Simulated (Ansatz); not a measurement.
**GaH3 (singlet): wave-function methods side by side, cc-pVTZ**

One table from this session's results is given with a row withheld; the runs are named, their logs left out.

Method: cc-pVTZ, core rule «outside noble gas», up to 14 orbitals frozen; program: Ansatz 0.2.0, Gaussian basis.

To be run: UHF; CCSD(T) on RHF; CCSD(T) on UHF; BCCD(T) on RHF; CCSDT(Q) on RHF; CCSDT(Q) on UHF; CASSCF and MRCISD+Q, 6 electrons in 7 orbitals; CASSCF and NEVPT2, 6 electrons in 7 orbitals.

23 further runs of the same task are left out: 8 for a known fault of the program, 6 that didn't finish, 9 set aside as unsound or not needed. Runs told in other sessions of the task aren't counted.

## What is computed

The geometry is a PBE0/def2-TZVP stationary point (not a proven minimum) of the parent state, kept for this charge and spin. No spin-orbit coupling is included. The filled d shell of Ga may be among the frozen orbitals whatever the setting's name suggests.

4 atoms, charge 0, spin multiplicity 1.

Atoms are counted from 1 here; the program's logs count them from 0.

Bond lengths: Ga1–H2 1.585 Å, Ga1–H3 1.955 Å, Ga1–H4 1.955 Å, H3–H4 0.811 Å. Angles: H2–Ga1–H3 100.5°, H2–Ga1–H4 100.5°, H3–Ga1–H4 23.9°, Ga1–H3–H4 78.0°, Ga1–H4–H3 78.0°.

The first run:

in.yaml reads:

```yaml
crystal:
  periodic: [false, false, false]
  atoms:
    - {symbol: Ga, position_ang: [0.000000, 0.027726, -0.045695]}
    - {symbol: H, position_ang: [0.000000, -1.477599, -0.541473]}
    - {symbol: H, position_ang: [0.405418, -0.220158, 1.851181]}
    - {symbol: H, position_ang: [-0.405418, -0.220158, 1.851181]}
basis:
  gaussian: {orbitals: cc-pVTZ}
magnetization: {spin_polarized: true, initial_magnetization: 0}
hamiltonian: {xc: hf}
output: {orbitals: {seedname: orbitals}}
```

On the command line:

```console
$ ansatz run in.yaml --threads 1 --pin off --events-out ev --progress --plain --max-ram 2393MiB
```

Steps of the session up to this table: UHF; CCSD(T) on RHF; CCSD(T) on UHF; BCCD(T) on RHF; CCSDT(Q) on RHF; CCSDT(Q) on UHF; CASSCF and MRCISD+Q, 6 electrons in 7 orbitals; CASSCF and NEVPT2, 6 electrons in 7 orbitals.

One table of the session follows, with a row left open; its other results are not shown here.

```
          method  from RCCSDT(Q) (kJ/mol)
             RHF                        ?
             UHF                   +319.3
            RMP2                    +75.1
            UMP2                    +89.1
           RCCSD                     +7.4
           UCCSD                     +8.9
        RCCSD(T)                     +1.5
        UCCSD(T)                     +2.6
         BCCD(T)                     +1.5
          RCCSDT                     +0.2
          UCCSDT                     +0.9
       RCCSDT(Q)                        0
       UCCSDT(Q)                     +0.6
  CASSCF valence                   +167.6
  NEVPT2 valence                    +51.5
  MRCISD valence                     +5.6
MRCISD+Q valence                      0.0
```

Estimate the missing values for RHF.

As computed: from RCCSDT(Q) (kJ/mol): +330.6. In the column «from RCCSDT(Q) (kJ/mol)» it is the highest.

Caveats from the session: Restricted and unrestricted rows rest on different reference determinants; a gap between their highest levels can come from leftover correlation error, from unlike frozen cores or from another state.
